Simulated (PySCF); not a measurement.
# C3H6ClFSi: the cost of one run

The runs use PySCF 2.14.0, with density-fitted response routines of our own; the level of theory stands in each step. All values are computed, except where a source is named. Atoms count from 0, in the outputs and in this text.

## Step 1: Starting geometry

12 atoms, charge 0, multiplicity 1; geometry from: PBE0-D3(BJ)/def2-SVP.

Bonds of the start (Å): C0–C1 1.34, C1–Si2 1.85, Si2–C3 1.85, Si2–F4 1.62, Si2–Cl5 2.07, C0–H6 1.10, C0–H7 1.10, C1–H8 1.10, C3–H9 1.10, C3–H10 1.10, C3–H11 1.10.

## Step 2: X-ray photoelectron lines: SCAN, X2C

The job: settings as JSON, then the geometry in Å.

```
{"job": {"kind": "xps"}, "charge": 0, "multiplicity": 1}
C     -1.910254    -0.655829    -0.358845
C     -1.199408    -0.176223     0.667646
Si     0.409146     0.724008     0.465353
C      1.728109    -0.216103    -0.431036
F      0.943456     1.088282     1.955820
Cl     0.096329     2.513140    -0.520056
H     -2.855105    -1.191547    -0.216819
H     -1.589483    -0.526752    -1.399288
H     -1.577695    -0.324202     1.687540
H      2.647268     0.384403    -0.503577
H      1.957361    -1.153125     0.098995
H      1.398411    -0.466242    -1.450960
```

With the program's defaults for keys left out, this is: delta-SCF UKS SCAN, pcX-2 on the ionised atom, pcseg-1 elsewhere, spin-free X2C.

Run with:

```
$ OMP_NUM_THREADS=1 python probes_run.py task.json out
```

This one command runs all jobs of the session in turn.

Q: Estimate the wall time and peak memory of this first job on 1 thread of Arm Neoverse V1, shared host.

About 58 s, with a peak of 0.61 GiB.
